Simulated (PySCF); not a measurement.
# C7H7NO: the cost of one run

Programs: PySCF 2.14.0, with routines of our own; each step states its level. All values are computed. Atoms count from 0.

## 1. The starting structure

16 atoms, charge 0, multiplicity 1; geometry from: GFN2-xTB.

## 2. Magnetic properties: GIAO wB97X-D/pcSseg-1

Job settings and geometry (Å):

```
{"job": {"kind": "mag", "xc": "wB97X-D", "basis": "pcSseg-1", "isotopologues": 0}, "charge": 0, "multiplicity": 1}
C      3.552905     1.026409     0.247921
C      2.504875     0.461381     0.103039
N      1.337395    -0.165291    -0.059793
C      1.177686    -1.490922    -0.343237
C     -0.157263    -1.756820    -0.432951
C     -0.843466    -0.537225    -0.193197
O     -2.200873    -0.442831    -0.208377
C     -2.726150     0.836104     0.040579
C      0.099052     0.430278     0.035223
H      4.469153     1.516441     0.376035
H      2.025204    -2.137291    -0.458705
H     -0.618939    -2.699459    -0.642008
H     -3.808734     0.737437    -0.020543
H     -2.447720     1.195020     1.037884
H     -2.382493     1.560399    -0.706487
H      0.011769     1.475313     0.254700
```

Level: GIAO wB97X-D/pcSseg-1 magnetisability, rotational g tensor and spin-rotation constants, non-relativistic, gas phase.

Launch:

```console
$ OMP_NUM_THREADS=1 python excited_run.py task.json out
```

This one command runs all jobs of the session in turn.

Q: Estimate the wall time and peak memory of this first job on 1 thread of Arm Neoverse V2, shared host.

About 37 s, with a peak of 0.86 GiB.
